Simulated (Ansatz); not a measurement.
# BH2N: the cost of one run

The runs use Ansatz 0.2.0, Gaussian basis; PBE0-D4/def2-TZVP structures, single points in def2-TZVPP, no counterpoise correction.

Levels: SPW92, PBE-D4, BLYP-D4, r2SCAN-D4, B97M-V, PBE0-D4, B3LYP-D4, r2SCAN0-D4, BHLYP-D4, CAM-B3LYP-D4, wB97X-V, wB97M-V, B2PLYP, PBE-QIDH, RPA on PBE, Hartree-Fock, MP2, CCSD, CCSD(T).

Cores are frozen in the correlated methods. B3LYP uses VWN-RPA correlation. B2PLYP carries no dispersion term here.

56 further runs of the same task are left out: 56 set aside as unsound or not needed.

**1. Where the work starts**

The complex: 12 atoms, charge 0, spin multiplicity 1.

Atoms are counted from 1 here; the program's logs count them from 0.

Bond lengths: B1–N4 1.233 Å, B1–H6 1.172 Å, C2–C3 1.518 Å, C2–H5 1.093 Å, C2–H7 1.093 Å, C2–H8 1.093 Å, C3–H9 1.093 Å, C3–H10 1.092 Å, C3–H11 1.093 Å, N4–H12 0.992 Å. Angles: N4–B1–H6 179.9°, C3–C2–H5 111.2°, C3–C2–H7 111.3°, C3–C2–H8 111.6°, H5–C2–H7 107.5°, H5–C2–H8 107.6°, H7–C2–H8 107.4°, C2–C3–H9 111.4°, C2–C3–H10 111.0°, C2–C3–H11 111.3°, H9–C3–H10 107.8°, H9–C3–H11 107.5°, H10–C3–H11 107.6°, B1–N4–H12 179.7°.

As a file:

```mol
C2H8BN
  3D, bonds by distance, orders not assigned

 12 10  0  0  0  0  0  0  0  0999 V2000
   -1.0305    1.3623    1.8386 B   0  0
    1.3004   -0.4323   -0.3282 C   0  0
    0.1413   -1.0067   -1.1230 C   0  0
   -1.9181    1.5215    0.9978 N   0  0
    1.2672    0.6598   -0.3128 H   0  0
   -0.1887    1.2112    2.6394 H   0  0
    1.2810   -0.7770    0.7091 H   0  0
    2.2637   -0.7271   -0.7521 H   0  0
    0.1681   -2.0991   -1.1350 H   0  0
   -0.8165   -0.7010   -0.6959 H   0  0
    0.1644   -0.6662   -2.1612 H   0  0
   -2.6325    1.6546    0.3232 H   0  0
  1  4  8  0
  1  6  8  0
  2  3  8  0
  2  5  8  0
  2  7  8  0
  2  8  8  0
  3  9  8  0
  3 10  8  0
  3 11  8  0
  4 12  8  0
M  END
```

Its parts: BNH₂ holds atoms 1, 4, 6, 12; C₂H₆ holds atoms 2, 3, 5, 7, 8, 9, 10, 11. Each part counts its atoms afresh in its own runs.

**2. Relaxing BNH₂ alone**

File relax-a/in.yaml:

```yaml
crystal:
  periodic: [false, false, false]
  atoms:
    - {symbol: B, position_ang: [-1.030524, 1.362343, 1.838639]}
    - {symbol: N, position_ang: [-1.918059, 1.521522, 0.997819]}
    - {symbol: H, position_ang: [-0.188672, 1.211203, 2.639434]}
    - {symbol: H, position_ang: [-2.632453, 1.654620, 0.323202]}
basis:
  gaussian: {orbitals: def2-TZVP}
hamiltonian: {xc: pbe0, dispersion: d4}
relax: {f_tol: 0.005, max_steps: 200}
```

Run with:

```bash
ansatz run in.yaml --threads 4 --pin off --events-out ev --progress --plain --max-ram 9574MiB
```

What time and memory should one allow on 4 threads of Intel Xeon at 2.50GHz, shared host?

About 1.8 s, with a peak of 0.52 GiB.
